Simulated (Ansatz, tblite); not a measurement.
# B16N16 zinc blende ring sphere (B16N16H36): one state, many levels

How do method and basis change the picture of B16N16 zinc blende ring sphere (B16N16H36) (singlet)?

The runs use Ansatz 0.2.0, Gaussian basis; as each input shows.

The runs, in order: GFN1-xTB, GFN2-xTB, PBE-D4/def2-SVP, r2SCAN-D4/def2-SVP.

1 further run of the same task is left out (set aside as unsound or not needed). Runs told in other sessions of the task aren't counted.

## Step 1: The structure

The singlet was relaxed beforehand with PBE-D4/def2-SVP.

68 atoms, charge 0, spin multiplicity 1.

Bond lengths: B1–N17 1.590 Å, B1–N19 1.590 Å, B1–N21 1.581 Å, B1–H33 1.229 Å, B2–N18 1.561 Å, B2–N19 1.640 Å, B2–N22 1.559 Å, B2–H34 1.224 Å, B3–N20 1.590 Å, B3–N21 1.581 Å, B3–N23 1.590 Å, B3–H35 1.229 Å, B4–N20 1.640 Å, B4–N22 1.559 Å, B4–N24 1.561 Å, B4–H36 1.224 Å, B5–N18 1.607 Å, B5–N26 1.572 Å and more. Angles: N17–B1–N19 98.4°, N17–B1–N21 111.3°, N17–B1–H33 111.4°, N19–B1–N21 111.4°, N19–B1–H33 111.4°, N21–B1–H33 112.2°, N18–B2–N19 104.5°, N18–B2–N22 109.2°, N18–B2–H34 113.0°, N19–B2–N22 109.0°, N19–B2–H34 106.8°, N22–B2–H34 113.9°, N20–B3–N21 111.3°, N20–B3–N23 98.4°, N20–B3–H35 111.4°, N21–B3–N23 111.4°, N21–B3–H35 112.2°, N23–B3–H35 111.4° and more.

PBE0-D4/def2-SVP was run before; its log isn't repeated, and its numbers join the tables.

## Step 2: GFN1-xTB

Tight binding, by tblite at 300 K electronic temperature and without a spin-polarisation term:

```python
tblite.interface.Calculator('GFN1-xTB', numbers, positions, charge=0, uhf=0).singlepoint()
```

Energy -2558.0134 eV, HOMO -9.63 eV, LUMO -4.01 eV; 0.24 s.

## Step 3: GFN2-xTB

Tight binding, by tblite at 300 K electronic temperature and without a spin-polarisation term:

```python
tblite.interface.Calculator('GFN2-xTB', numbers, positions, charge=0, uhf=0).singlepoint()
```

Energy -2339.1436 eV, HOMO -8.69 eV, LUMO -1.88 eV; 0.17 s.

## Step 4: PBE-D4/def2-SVP

start.molden holds the orbitals of an earlier run on this state, given as this run's starting guess.

File in.yaml:

```yaml
crystal:
  periodic: [false, false, false]
  atoms:
    - {symbol: B, position_ang: [-1.953067, -1.948771, 0.139797]}
    - {symbol: B, position_ang: [-1.892425, -0.047366, -1.778951]}
    - {symbol: B, position_ang: [-1.949625, -0.133262, 1.952518]}
    - {symbol: B, position_ang: [-1.890853, 1.780249, 0.045220]}
    - {symbol: B, position_ang: [-0.058520, -0.062614, -3.614628]}
    - {symbol: B, position_ang: [-0.048370, -1.894261, -1.776465]}
    - {symbol: B, position_ang: [-0.089039, -0.088926, 0.089145]}
    - {symbol: B, position_ang: [1.778725, -1.892794, 0.048121]}
    - {symbol: B, position_ang: [1.749443, -0.102446, -1.750045]}
    - {symbol: B, position_ang: [-0.137255, -1.949455, 1.952375]}
    - {symbol: B, position_ang: [1.779478, -0.045508, 1.891582]}
    - {symbol: B, position_ang: [-0.098844, 1.747549, -1.752098]}
    - {symbol: B, position_ang: [-0.055889, 3.614940, 0.052996]}
    - {symbol: B, position_ang: [1.750583, 1.749012, 0.096798]}
    - {symbol: B, position_ang: [-0.044870, 1.781905, 1.889755]}
    - {symbol: B, position_ang: [3.614856, -0.059247, 0.057070]}
    - {symbol: N, position_ang: [-1.097982, -2.797015, -0.897511]}
    - {symbol: N, position_ang: [-0.960019, -0.961612, -2.633907]}
    - {symbol: N, position_ang: [-2.798701, -1.092985, -0.899316]}
    - {symbol: N, position_ang: [-2.795659, 0.904480, 1.095581]}
    - {symbol: N, position_ang: [-1.027685, -1.025567, 1.028908]}
    - {symbol: N, position_ang: [-1.021949, 0.808332, -0.809447]}
    - {symbol: N, position_ang: [-1.092284, 0.905572, 2.796910]}
    - {symbol: N, position_ang: [-0.956935, 2.637299, 0.955781]}
    - {symbol: N, position_ang: [0.900368, -2.796850, 1.096542]}
    - {symbol: N, position_ang: [0.800470, 0.796769, -2.616695]}
    - {symbol: N, position_ang: [0.808071, -1.023679, -0.807719]}
    - {symbol: N, position_ang: [0.809440, 0.809518, 1.021048]}
    - {symbol: N, position_ang: [2.635387, -0.958852, 0.959215]}
    - {symbol: N, position_ang: [2.615710, 0.798398, -0.802191]}
    - {symbol: N, position_ang: [0.901704, -1.093215, 2.797522]}
    - {symbol: N, position_ang: [0.801793, 2.613966, -0.804181]}
    - {symbol: H, position_ang: [-2.678624, -2.671734, 0.819710]}
    - {symbol: H, position_ang: [-2.669786, 0.611100, -2.458193]}
    - {symbol: H, position_ang: [-2.674281, -0.810782, 2.678661]}
    - {symbol: H, position_ang: [-2.669227, 2.457808, -0.613806]}
    - {symbol: H, position_ang: [-0.796371, 0.646945, -4.299973]}
    - {symbol: H, position_ang: [0.651261, -0.802197, -4.297836]}
    - {symbol: H, position_ang: [0.609159, -2.674393, -2.453446]}
    - {symbol: H, position_ang: [2.456821, -2.671600, -0.609840]}
    - {symbol: H, position_ang: [2.457797, -0.808250, -2.457816]}
    - {symbol: H, position_ang: [-0.816256, -2.673431, 2.677814]}
    - {symbol: H, position_ang: [2.457690, 0.613422, 2.669450]}
    - {symbol: H, position_ang: [-0.803174, 2.455607, -2.461660]}
    - {symbol: H, position_ang: [-0.794045, 4.298311, -0.658098]}
    - {symbol: H, position_ang: [0.654891, 4.300136, 0.789808]}
    - {symbol: H, position_ang: [2.459358, 2.458287, 0.800656]}
    - {symbol: H, position_ang: [0.614481, 2.461122, 2.666412]}
    - {symbol: H, position_ang: [4.298873, -0.798451, -0.652359]}
    - {symbol: H, position_ang: [4.299415, 0.651689, 0.794305]}
    - {symbol: H, position_ang: [-1.741535, -3.225669, -1.578193]}
    - {symbol: H, position_ang: [-0.653143, -3.627781, -0.498917]}
    - {symbol: H, position_ang: [-1.514259, -1.515730, -3.300122]}
    - {symbol: H, position_ang: [-3.229128, -1.736673, -1.578722]}
    - {symbol: H, position_ang: [-3.628181, -0.644498, -0.502096]}
    - {symbol: H, position_ang: [-3.626578, 0.506991, 0.650084]}
    - {symbol: H, position_ang: [-3.223773, 1.586534, 1.738037]}
    - {symbol: H, position_ang: [-1.734887, 1.586713, 3.226234]}
    - {symbol: H, position_ang: [-0.644524, 0.508838, 3.627017]}
    - {symbol: H, position_ang: [-1.510079, 3.305247, 1.508873]}
    - {symbol: H, position_ang: [0.502541, -3.626738, 0.649400]}
    - {symbol: H, position_ang: [1.580434, -3.226651, 1.739957]}
    - {symbol: H, position_ang: [1.388769, 1.383955, -3.222284]}
    - {symbol: H, position_ang: [3.302262, -1.512244, 1.513361]}
    - {symbol: H, position_ang: [3.220417, 1.385679, -1.391308]}
    - {symbol: H, position_ang: [0.504656, -0.646354, 3.627937]}
    - {symbol: H, position_ang: [1.582628, -1.736266, 3.226541]}
    - {symbol: H, position_ang: [1.390311, 3.217493, -1.393284]}
basis:
  gaussian: {orbitals: def2-SVP, fitting: {mean_field: def2-universal-jkfit}, initial_orbitals: start.molden}
hamiltonian: {xc: pbe, dispersion: d4}
scf: {omitted_lower_state_checks: [starts]}
output: {forces: true, orbitals: {seedname: orbitals}}
```

On the command line:

```console
> ansatz run in.yaml --threads 2 --pin off --events-out ev --progress --plain --max-ram 32768MiB --backend cuda --devices 0, --max-vram 18GiB
```

After this run come: r2SCAN-D4/def2-SVP.

Before running them: what should the planned runs give, taken together? Wanted: gap in def2-SVP, named functionals, smallest and largest; binding an atom, functionals in def2-SVP.

**Answer**, as computed:

| quantity | value |
| --- | --- |
| gap in def2-SVP, named functionals, smallest and largest | 3.72 eV (PBE-D4), 6.01 eV (PBE0-D4) |
| binding an atom, functionals in def2-SVP | 4.40 (r2SCAN-D4) to 4.52 eV (PBE-D4) |

Orbital gaps of the named functionals in def2-SVP span 3.72 eV (PBE-D4) to 6.01 eV (PBE0-D4); exact exchange widens it.
